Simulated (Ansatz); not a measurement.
# Si16O: the cost of one run

Program: Ansatz 0.2.0. Level of theory: DFT PBE, plane waves, PAW, scalar-relativistic, collinear spin. These are calculated values, not measurements.

## 1. The starting structure

The cell holds 17 atoms (OSi16): a = 7.679 Å, b = 7.679 Å, c = 7.679 Å, α = 60.00°, β = 60.00°, γ = 60.00°.

The coordinates stand in the first input below.

## 2. Relaxing the start

The input, input.yaml:

```yaml
crystal:
  lattice:
    - [0.0, 5.43, 5.43]
    - [5.43, 0.0, 5.43]
    - [5.43, 5.43, 0.0]
  atoms:
    - { symbol: Si, position: [0.0, 0.0, 0.0] }
    - { symbol: Si, position: [0.125, 0.125, 0.125] }
    - { symbol: Si, position: [0.0, 0.0, 0.5] }
    - { symbol: Si, position: [0.125, 0.125, 0.625] }
    - { symbol: Si, position: [0.0, 0.5, 0.0] }
    - { symbol: Si, position: [0.125, 0.625, 0.125] }
    - { symbol: Si, position: [0.0, 0.5, 0.5] }
    - { symbol: Si, position: [0.125, 0.625, 0.625] }
    - { symbol: Si, position: [0.5, 0.0, 0.0] }
    - { symbol: Si, position: [0.625, 0.125, 0.125] }
    - { symbol: Si, position: [0.5, 0.0, 0.5] }
    - { symbol: Si, position: [0.625, 0.125, 0.625] }
    - { symbol: Si, position: [0.5, 0.5, 0.0] }
    - { symbol: Si, position: [0.625, 0.625, 0.125] }
    - { symbol: Si, position: [0.5, 0.5, 0.5] }
    - { symbol: Si, position: [0.625, 0.625, 0.625] }
    - { symbol: O, position: [0.8749135, 0.3732753, 0.8774707], spin: 1.0 }
magnetization:
  spin_polarized: true
basis:
  ecutwfc: 420.0
kpoints:
  mp_grid: { grid: [2, 2, 2] }
hamiltonian:
  xc: pbe
  pseudopotentials: { kind: paw, azcp: { folder: soft_1 } }
scf:
  occupations: { method: fermi_dirac, width: 0.02 }
  lower_state_search: "off"
relax:
  f_tol: 0.08
  max_steps: 25
  adjacent_minimum: "off"
```

Command:

```sh
$ ansatz run input.yaml --threads 1 --pin off --max-ram 3072MiB --backend cpu --events-out ev --progress --plain --runs-dir out
```

Q: Estimate wall time and peak memory on 1 thread of Arm Neoverse V2, shared host.

About 3.2 min, with a peak of 0.66 GiB.
